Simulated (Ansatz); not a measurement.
# C₂H₆GaO₂ radical: one species, many methods

An exercise on one series of results from a longer session: the logs are not shown, and one member is left open.

The runs use Ansatz 0.2.0, Gaussian basis; functionals in def2-TZVPP, the program's frozen cores in correlated methods.

Levels to be run: LDA (SPW92), PBE-D4, revPBE-D4, BLYP-D4, r2SCAN-D4, B97M-V, PBE0-D4, B3LYP-D4, r2SCANh-D4, r2SCAN0-D4, HSE06-D4, BHLYP-D4, CAM-B3LYP-D4, LC-ωPBE, ωB97X-V, ωB97M-V, B2PLYP, PBE-QIDH; CCSD(T)/def2-SVP; CCSD(T)/def2-TZVPP; MP2/def2-QZVPP; extrapolation to the limit; RPA on PBE.

## Structure used throughout

All runs share one geometry, relaxed beforehand with PBE0-D4 in a triple-zeta def2 set.

SMILES `C[O][Ga][O]C`, 11 atoms, charge 0, spin multiplicity 2.

Atoms are counted from 1 here; the program's logs count them from 0.

Bond lengths: C1–O2 1.412 Å, C1–H6 1.095 Å, C1–H7 1.095 Å, C1–H8 1.095 Å, O2–Ga3 1.791 Å, Ga3–O4 1.804 Å, O4–C5 1.402 Å, C5–H9 1.095 Å, C5–H10 1.097 Å, C5–H11 1.097 Å. Angles: O2–C1–H6 109.5°, O2–C1–H7 113.3°, O2–C1–H8 109.5°, H6–C1–H7 108.2°, H6–C1–H8 108.1°, H7–C1–H8 108.2°, C1–O2–Ga3 121.7°, O2–Ga3–O4 113.9°, Ga3–O4–C5 127.1°, O4–C5–H9 108.1°, O4–C5–H10 112.5°, O4–C5–H11 112.4°, H9–C5–H10 107.7°, H9–C5–H11 107.8°, H10–C5–H11 108.1°.

The first run:

File in.yaml:

```yaml
crystal:
  periodic: [false, false, false]
  atoms:
    - {symbol: C, position_ang: [-0.898433, -0.841010, 1.979988]}
    - {symbol: O, position_ang: [0.325192, -1.406531, 1.558802]}
    - {symbol: Ga, position_ang: [1.142909, -0.869320, 0.058707]}
    - {symbol: O, position_ang: [0.261443, 0.430844, -0.828657]}
    - {symbol: C, position_ang: [0.649874, 1.053674, -2.023673]}
    - {symbol: H, position_ang: [-0.773735, -0.400123, 2.974981]}
    - {symbol: H, position_ang: [-1.269889, -0.061983, 1.305281]}
    - {symbol: H, position_ang: [-1.659762, -1.625720, 2.047588]}
    - {symbol: H, position_ang: [-0.124206, 1.778127, -2.295777]}
    - {symbol: H, position_ang: [0.750011, 0.344270, -2.853788]}
    - {symbol: H, position_ang: [1.596594, 1.597773, -1.923454]}
basis:
  gaussian: {orbitals: def2-TZVPP}
magnetization: {spin_polarized: true, initial_magnetization: 1}
hamiltonian: {xc: lda}
output: {orbitals: {seedname: orbitals}}
```

Run with:

```bash
> ansatz run in.yaml --threads 2 --pin off --events-out ev --progress --plain --max-ram 31744MiB --backend cpu
```

Among the steps run: LDA; PBE-D4 (GGA); revPBE-D4 (GGA); BLYP-D4 (GGA); r2SCAN-D4 (meta-GGA); B97M-V (meta-GGA); PBE0-D4 (hybrid); B3LYP-D4 (hybrid); r2SCANh-D4 (hybrid); r2SCAN0-D4 (hybrid); HSE06-D4 (hybrid); BHLYP-D4 (hybrid); CAM-B3LYP-D4 (range-separated); LC-ωPBE (range-separated); ωB97X-V (range-separated); ωB97M-V (range-separated); B2PLYP (double hybrid); PBE-QIDH (double hybrid).

One of the session's tables, all rows but one given; the rest of the session is left out.

It belongs to the step «Orbital energies across the functionals». 

| functional | HOMO (eV) | LUMO (eV) | gap (eV) |
| --- | --- | --- | --- |
| LDA (SPW92) | -5.37 | -4.50 | 0.87 |
| PBE-D4 | -5.27 | -4.14 | 1.13 |
| revPBE-D4 | -5.23 | -3.99 | 1.23 |
| BLYP-D4 | -5.11 | -4.20 | 0.90 |
| r2SCAN-D4 | -5.67 | -3.80 | 1.87 |
| B97M-V | ? | ? | ? |
| PBE0-D4 | -6.47 | -3.22 | 3.25 |
| B3LYP-D4 | -6.22 | -3.67 | 2.54 |
| r2SCANh-D4 | -6.11 | -3.48 | 2.63 |
| r2SCAN0-D4 | -6.76 | -3.02 | 3.74 |
| HSE06-D4 | -6.07 | -3.60 | 2.47 |
| BHLYP-D4 | -7.48 | -2.50 | 4.98 |
| CAM-B3LYP-D4 | -7.75 | -2.42 | 5.33 |
| LC-ωPBE | -9.10 | -0.87 | 8.23 |
| ωB97X-V | -8.63 | -1.32 | 7.31 |
| ωB97M-V | -8.57 | -1.54 | 7.03 |

Q: Estimate the row for B97M-V from the others.

The run gave: HOMO (eV): -5.46; LUMO (eV): -4.36; gap (eV): 1.10. In the column «HOMO (eV)» it lies between r2SCAN-D4 (-5.67) and LDA (SPW92) (-5.37).
